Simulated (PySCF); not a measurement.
**One shape, several levels: CH3BrOSn (SMILES C[O][Sn][Br])**

Wanted: a comparison of 6 runs (HF/STO-3G, B3LYP/STO-3G, BLYP/def2-SVP, PBE0/def2-SVP, SVWN5/def2-TZVP, CCSD(T)/def2-SVP) of CH3BrOSn. Input form: a Python script.

Program for the calculation: PySCF 2.14.0.

### Step 1. The system as given

The species is CH3BrOSn (7 atoms), meant as a singlet with charge 0. SMILES: `C[O][Sn][Br]`. Geometry: relaxed at PBE0-D4/def2-TZVP. This is one conformer, not always the lowest.

Bond lengths: C1–O2 1.404 Å, O2–Sn3 1.958 Å, Sn3–Br4 2.546 Å, C1–H5 1.095 Å, C1–H6 1.095 Å, C1–H7 1.095 Å. Angles: C1–O2–Sn3 132.6°, O2–Sn3–Br4 99.3°, O2–C1–H5 109.5°, O2–C1–H6 112.5°, O2–C1–H7 109.5°, H5–C1–H6 108.5°, H5–C1–H7 108.1°, H6–C1–H7 108.5°.

### Step 2. Energy and gradient at HF/STO-3G (run 1)

The input, start.xyz:

```xyz
7
CH3BrOSn
C     -0.541400     0.468000     0.538200
O      0.641500     0.841900    -0.120200
Sn     1.866400    -0.129300    -1.298500
Br     0.693000    -2.388200    -1.337700
H     -1.362800     1.114200     0.210700
H     -0.819100    -0.573500     0.343600
H     -0.416400     0.598700     1.618300
```

The input, job.py:

```python
from pyscf import gto

molecule = gto.Mole()
molecule.atom = 'start.xyz'
molecule.verbose = 3
molecule.basis = 'sto-3g'
molecule.max_memory = 1860
molecule.build()

calc0 = molecule.RHF()
calc0.conv_tol = 1e-10
calc0.kernel()
if not calc0.converged:
    calc0 = calc0.newton().run(calc0.mo_coeff, calc0.mo_occ)

etot = calc0.e_tot
print('Final energy', etot)
grad = calc0.nuc_grad_method().kernel()
calc0.analyze()
```

Run with:

```sh
$ OMP_NUM_THREADS=1 python job.py
```

What it wrote:

```text
converged SCF energy = -8621.0146086785
Final energy -8621.014608678499
--------------- RHF gradients ---------------
         x                y                z
0 C    -0.0016088513     0.0068748164     0.0036695627
1 O    -0.0412513577     0.0160843358     0.0336018821
2 Sn     0.0378717376    -0.0025836483    -0.0263779980
3 Br    -0.0077631570    -0.0242180588    -0.0036585555
4 H     0.0037840934     0.0014773508    -0.0019784949
5 H     0.0052166521     0.0008984323    -0.0031635695
6 H     0.0037508829     0.0014667717    -0.0020928269
----------------------------------------------
**** MO energy ****
MO #1   energy= -1029.88620951079  occ= 2
MO #2   energy= -484.374953421302  occ= 2
MO #3   energy= -153.519896146039  occ= 2
MO #4   energy= -145.34919658247   occ= 2
MO #5   energy= -145.348777735077  occ= 2
MO #6   energy= -145.348415855887  occ= 2
MO #7   energy= -63.1055126152244  occ= 2
MO #8   energy= -57.6547356930893  occ= 2
MO #9   energy= -57.6533857507048  occ= 2
MO #10  energy= -57.6532449051059  occ= 2
MO #11  energy= -29.5995083712003  occ= 2
MO #12  energy= -26.5827040481768  occ= 2
MO #13  energy= -26.5811987886182  occ= 2
MO #14  energy= -26.5795067443496  occ= 2
MO #15  energy= -20.1666211535383  occ= 2
MO #16  energy= -18.1848562313327  occ= 2
MO #17  energy= -18.1847770251888  occ= 2
MO #18  energy= -18.1832539424254  occ= 2
MO #19  energy= -18.1816916589439  occ= 2
MO #20  energy= -18.181475202628   occ= 2
MO #21  energy= -11.0789681087993  occ= 2
MO #22  energy= -9.06099652634524  occ= 2
MO #23  energy= -6.81013049366682  occ= 2
MO #24  energy= -6.80208086287432  occ= 2
MO #25  energy= -6.80133574524832  occ= 2
MO #26  energy= -4.81764711318175  occ= 2
MO #27  energy= -3.57451603828736  occ= 2
MO #28  energy= -3.56847709216983  occ= 2
MO #29  energy= -3.56143784468662  occ= 2
MO #30  energy= -2.1649597565224   occ= 2
MO #31  energy= -2.16248467362168  occ= 2
MO #32  energy= -2.16175814792733  occ= 2
MO #33  energy= -2.15416613755115  occ= 2
MO #34  energy= -2.15415072057106  occ= 2
MO #35  energy= -1.23283726116633  occ= 2
MO #36  energy= -0.901654535022913 occ= 2
MO #37  energy= -0.89921713431461  occ= 2
MO #38  energy= -0.893030411340893 occ= 2
MO #39  energy= -0.887181728286382 occ= 2
MO #40  energy= -0.881590010381552 occ= 2
MO #41  energy= -0.845168590169804 occ= 2
MO #42  energy= -0.810620581572431 occ= 2
MO #43  energy= -0.573228019163425 occ= 2
MO #44  energy= -0.561772737425303 occ= 2
MO #45  energy= -0.515827346935201 occ= 2
MO #46  energy= -0.405113019705798 occ= 2
MO #47  energy= -0.323103479231124 occ= 2
MO #48  energy= -0.314336884462644 occ= 2
MO #49  energy= -0.290126264397262 occ= 2
MO #50  energy= -0.286391081429346 occ= 2
MO #51  energy= -0.221403671710773 occ= 2
MO #52  energy= 0.15136399778724   occ= 0
MO #53  energy= 0.293673975040162  occ= 0
MO #54  energy= 0.367920161850387  occ= 0
MO #55  energy= 0.688379590028341  occ= 0
MO #56  energy= 0.704559898292134  occ= 0
MO #57  energy= 0.720035998762785  occ= 0
MO #58  energy= 0.762479127284661  occ= 0
 ** Mulliken atomic charges  **
charge of    0C =     -0.01377
charge of    1O =     -0.34545
charge of    2Sn =      0.61882
charge of    3Br =     -0.33115
charge of    4H =      0.02448
charge of    5H =      0.02261
charge of    6H =      0.02447
Dipole moment(X, Y, Z, Debye):  0.90860,  1.76167,  0.03580
```

It took 18 s on 1 thread of Intel Xeon at 2.50GHz (Skylake/Cascade Lake), shared host; peak memory 0.13 GiB.

### Step 3. Energy and forces at B3LYP/STO-3G (run 2)

The input, calc.py:

```python
from pyscf import gto, dft

system = gto.M(
    atom='''
C     -0.541400     0.468000     0.538200
O      0.641500     0.841900    -0.120200
Sn     1.866400    -0.129300    -1.298500
Br     0.693000    -2.388200    -1.337700
H     -1.362800     1.114200     0.210700
H     -0.819100    -0.573500     0.343600
H     -0.416400     0.598700     1.618300
''',
    spin=0,
    max_memory=1860,
    verbose=4,
    basis='sto-3g',
)

ks = dft.RKS(system, xc='b3lyp')
ks.conv_tol = 1e-10
ks.grids.level = 5
ks.kernel()
if not ks.converged:
    ks = ks.newton().run(ks.mo_coeff, ks.mo_occ)

e_final = ks.e_tot
print('Final energy', e_final)
grad = ks.nuc_grad_method().kernel()
dip = ks.dip_moment()
pop, q = ks.mulliken_pop()
```

Run with:

```sh
$ OMP_NUM_THREADS=1 python calc.py
```

What it wrote:

```text
PySCF version 2.14.0

[... 75 lines left out ...]
converged SCF energy = -8624.97483181125
Final energy -8624.974831811249
[... 14 lines left out ...]
Dipole moment(X, Y, Z, Debye):  0.05784,  1.59453,  0.54602
[... 27 lines left out ...]
pop of  2 Sn 5pz          0.50552
pop of  2 Sn 3dxy         1.99973
pop of  2 Sn 3dyz         1.99983
pop of  2 Sn 3dz^2        1.99993
pop of  2 Sn 3dxz         1.99971
pop of  2 Sn 3dx2-y2      1.99993
pop of  2 Sn 4dxy         1.99209
pop of  2 Sn 4dyz         1.99513
pop of  2 Sn 4dz^2        1.99784
pop of  2 Sn 4dxz         1.99173
pop of  2 Sn 4dx2-y2      1.99808
pop of  3 Br 1s           2.00000
pop of  3 Br 2s           1.99986
pop of  3 Br 3s           1.99955
pop of  3 Br 4s           1.98184
pop of  3 Br 2px          1.99994
pop of  3 Br 2py          1.99985
pop of  3 Br 2pz          1.99997
pop of  3 Br 3px          1.99656
pop of  3 Br 3py          1.99066
pop of  3 Br 3pz          1.99824
pop of  3 Br 4px          1.83755
pop of  3 Br 4py          1.57579
pop of  3 Br 4pz          1.91033
pop of  3 Br 3dxy         1.99960
pop of  3 Br 3dyz         1.99995
pop of  3 Br 3dz^2        1.99981
pop of  3 Br 3dxz         1.99999
pop of  3 Br 3dx2-y2      1.99976
pop of  4 H 1s            0.91977
pop of  5 H 1s            0.92332
pop of  6 H 1s            0.91976
 ** Mulliken atomic charges  **
charge of    0C =     -0.13605
charge of    1O =     -0.32275
charge of    2Sn =      0.51089
charge of    3Br =     -0.28924
charge of    4H =      0.08023
charge of    5H =      0.07668
charge of    6H =      0.08024
```

Run time: 46 s. Hardware: 1 thread of Intel Xeon at 2.50GHz (Skylake/Cascade Lake), shared host; peak memory 0.58 GiB.

Runs 3 to 4 aren't shown in full; the table further down has their settings and results.

### Step 4. Energy and forces at SVWN5/def2-TZVP (core potential) (run 5)

The input, input.xyz:

```xyz
7

C     -0.541400     0.468000     0.538200
O      0.641500     0.841900    -0.120200
Sn     1.866400    -0.129300    -1.298500
Br     0.693000    -2.388200    -1.337700
H     -1.362800     1.114200     0.210700
H     -0.819100    -0.573500     0.343600
H     -0.416400     0.598700     1.618300
```

The input, input.py:

```python
# C[O][Sn][Br]
import pyscf.grad
from pyscf import gto, dft

mol = gto.M(
    atom='input.xyz',
    charge=0,
    verbose=4,
    max_memory=1860,
    spin=0,
    ecp={'Sn': 'def2-svp'},
    basis='def2-tzvp',
)

mf = dft.RKS(mol, xc='svwn')
mf.grids.level = 5
mf.conv_tol = 1e-10
mf.kernel()
if not mf.converged:
    mf = mf.newton().run(mf.mo_coeff, mf.mo_occ)

e_final = mf.e_tot
print('E = %.10f Eh' % e_final)
grad = mf.Gradients().kernel()
dip = mf.dip_moment()
pop, q = mf.mulliken_pop()
```

Run with:

```sh
$ OMP_NUM_THREADS=1 python input.py
```

What it wrote:

```text
PySCF version 2.14.0

[... 87 lines left out ...]
converged SCF energy = -2898.94286027253
[... 15 lines left out ...]
Dipole moment(X, Y, Z, Debye):  0.87152,  1.48057, -0.04202
[... 147 lines left out ...]
pop of  3 Br 5dxz         0.00739
pop of  3 Br 5dx2-y2      0.00816
pop of  3 Br 6dxy         0.01037
pop of  3 Br 6dyz         0.00624
pop of  3 Br 6dz^2        0.00476
pop of  3 Br 6dxz         0.00313
pop of  3 Br 6dx2-y2      0.00813
pop of  3 Br 4f-3         0.00041
pop of  3 Br 4f-2         0.00020
pop of  3 Br 4f-1         0.00032
pop of  3 Br 4f+0         0.00016
pop of  3 Br 4f+1         0.00010
pop of  3 Br 4f+2         0.00010
pop of  3 Br 4f+3         0.00066
pop of  4 H 1s            0.26373
pop of  4 H 2s            0.46776
pop of  4 H 3s            0.09667
pop of  4 H 2px           0.00771
pop of  4 H 2py           0.00677
pop of  4 H 2pz           0.00462
pop of  5 H 1s            0.26313
pop of  5 H 2s            0.45269
pop of  5 H 3s            0.12170
pop of  5 H 2px           0.00397
pop of  5 H 2py           0.01117
pop of  5 H 2pz           0.00442
pop of  6 H 1s            0.26376
pop of  6 H 2s            0.46775
pop of  6 H 3s            0.09663
pop of  6 H 2px           0.00331
pop of  6 H 2py           0.00474
pop of  6 H 2pz           0.01105
 ** Mulliken atomic charges  **
charge of    0C =     -0.29341
charge of    1O =     -0.41863
charge of    2Sn =      0.61156
charge of    3Br =     -0.34795
charge of    4H =      0.15275
charge of    5H =      0.14292
charge of    6H =      0.15277
```

Wall time 4.3 min (1 thread of Intel Xeon at 2.50GHz (Skylake/Cascade Lake), shared host); peak memory 1.6 GiB.

### Step 5. The energy at CCSD(T)/def2-SVP (core potential) (run 6)

The input, run.py:

```python
from pyscf import gto, scf, cc

mol = gto.M(
    atom=[
    ('C', (-0.541400, 0.468000, 0.538200)),
    ('O', (0.641500, 0.841900, -0.120200)),
    ('Sn', (1.866400, -0.129300, -1.298500)),
    ('Br', (0.693000, -2.388200, -1.337700)),
    ('H', (-1.362800, 1.114200, 0.210700)),
    ('H', (-0.819100, -0.573500, 0.343600)),
    ('H', (-0.416400, 0.598700, 1.618300)),
],
    ecp={'Sn': 'def2-svp'},
    verbose=4,
    basis='def2-svp',
    max_memory=1860,
    spin=0,
)

hf = scf.RHF(mol)
hf.conv_tol = 1e-10
hf.kernel()
if not hf.converged:
    hf = hf.newton().run(hf.mo_coeff, hf.mo_occ)

mycc = cc.CCSD(hf, frozen=15)
mycc.kernel()
e_t = mycc.ccsd_t()
energy = mycc.e_tot + e_t
print('Final energy', energy)
hf.analyze()
```

Run with:

```sh
$ OMP_NUM_THREADS=1 python run.py
```

What it wrote:

```text
PySCF version 2.14.0

[... 67 lines left out ...]
converged SCF energy = -2899.90641359115
[... 40 lines left out ...]
MO #1   energy= -489.943430935027  occ= 2
[... 9 lines left out ...]
MO #11  energy= -7.4118004652648   occ= 2
[... 9 lines left out ...]
MO #21  energy= -1.37702614503807  occ= 2
[... 9 lines left out ...]
MO #31  energy= -0.603746793054871 occ= 2
[... 9 lines left out ...]
MO #41  energy= 0.202730792646342  occ= 0
[... 9 lines left out ...]
MO #51  energy= 0.518573228857987  occ= 0
[... 9 lines left out ...]
MO #61  energy= 0.856522579063788  occ= 0
[... 9 lines left out ...]
MO #71  energy= 1.32960306503357   occ= 0
[... 9 lines left out ...]
MO #81  energy= 2.24847878087289   occ= 0
[... 9 lines left out ...]
MO #91  energy= 3.44447239867299   occ= 0
[... 9 lines left out ...]
MO #101 energy= 52.3520544019801   occ= 0
[... 72 lines left out ...]
pop of  3 Br 5pz          0.00666
pop of  3 Br 3dxy         1.99999
pop of  3 Br 3dyz         1.99999
pop of  3 Br 3dz^2        1.99999
pop of  3 Br 3dxz         1.99999
pop of  3 Br 3dx2-y2      1.99999
pop of  3 Br 4dxy         0.01406
pop of  3 Br 4dyz         0.00741
pop of  3 Br 4dz^2        0.00544
pop of  3 Br 4dxz         0.00221
pop of  3 Br 4dx2-y2      0.00826
pop of  3 Br 5dxy         0.00066
pop of  3 Br 5dyz         0.00060
pop of  3 Br 5dz^2        0.00022
pop of  3 Br 5dxz         0.00019
pop of  3 Br 5dx2-y2      0.00033
pop of  4 H 1s            0.91602
pop of  4 H 2s            0.00889
pop of  4 H 2px           0.00110
pop of  4 H 2py           0.00086
pop of  4 H 2pz           0.00041
pop of  5 H 1s            0.91237
pop of  5 H 2s            0.01018
pop of  5 H 2px           0.00027
pop of  5 H 2py           0.00193
pop of  5 H 2pz           0.00016
pop of  6 H 1s            0.91568
pop of  6 H 2s            0.00917
pop of  6 H 2px           0.00029
pop of  6 H 2py           0.00013
pop of  6 H 2pz           0.00194
 ** Mulliken atomic charges  **
charge of    0C =      0.01404
charge of    1O =     -1.12447
charge of    2Sn =      1.73773
charge of    3Br =     -0.84793
charge of    4H =      0.07274
charge of    5H =      0.07510
charge of    6H =      0.07279
Dipole moment(X, Y, Z, Debye):  1.24285,  1.43683, -0.30728
```

It took 3.1 min on 1 thread of Intel Xeon at 2.50GHz (Skylake/Cascade Lake), shared host; peak memory 0.76 GiB.

### Step 6. The series

```tsv
run	level	integration grid	core potential	energy (Eh)	dipole moment (D) of the reference	HOMO energy (eV)	LUMO energy (eV)	wall time
1	HF/STO-3G	–	–	-8621.014609	1.98	-6.02	4.12	18 s
2	B3LYP/STO-3G	5	–	-8624.974832	1.69	-3.67	0.83	46 s
3	BLYP/def2-SVP (core potential)	5	def2-svp	-2903.200754	1.51	-6.23	-2.91	1.7 min
4	PBE0/def2-SVP (core potential)	5	def2-svp	-2902.837832	1.74	-7.60	-2.44	1.9 min
5	SVWN5/def2-TZVP (core potential)	5	def2-svp	-2898.942860	1.72	-6.78	-3.41	4.3 min
6	CCSD(T)/def2-SVP (core potential)	–	def2-svp	-2900.600650	1.92	-9.84	0.21	3.1 min
```

### Step 7. What came out

```
                                           quantity           value
                                run 6: total energy  -2900.60065 Eh
        run 6: dipole moment (Hartree–Fock density)          1.92 D
         run 6: HOMO energy (Hartree–Fock orbitals)        -9.84 eV
         run 6: LUMO energy (Hartree–Fock orbitals)         0.21 eV
       run 6: HOMO–LUMO gap (Hartree–Fock orbitals)        10.05 eV
run 6: correlation energy (15 core orbitals frozen)      -694.2 mEh
                              run 6: (T) correction      -18.72 mEh
                               run 6: T1 diagnostic           0.014
```

What this shows: Over runs 1, 2, 3, 4, 5 the dipole moment (its size) runs from 1.51 D (BLYP/def2-SVP) to 1.98 D (HF/STO-3G). The two ends differ in method and basis and core potential. Over runs 1, 2, 3, 4, 5 the HOMO–LUMO gap runs from 3.32 eV (BLYP/def2-SVP) to 10.14 eV (HF/STO-3G). Totals of different functionals can't be ranked against each other. Some runs of one species differ in core potentials or relativity; totals across that change don't compare. In runs 1, 2 the basis is minimal, so the values are rough. In runs 1, 2 relativity is left out where basis or elements ask for it. All runs together took 12 min, the longest 4.3 min.
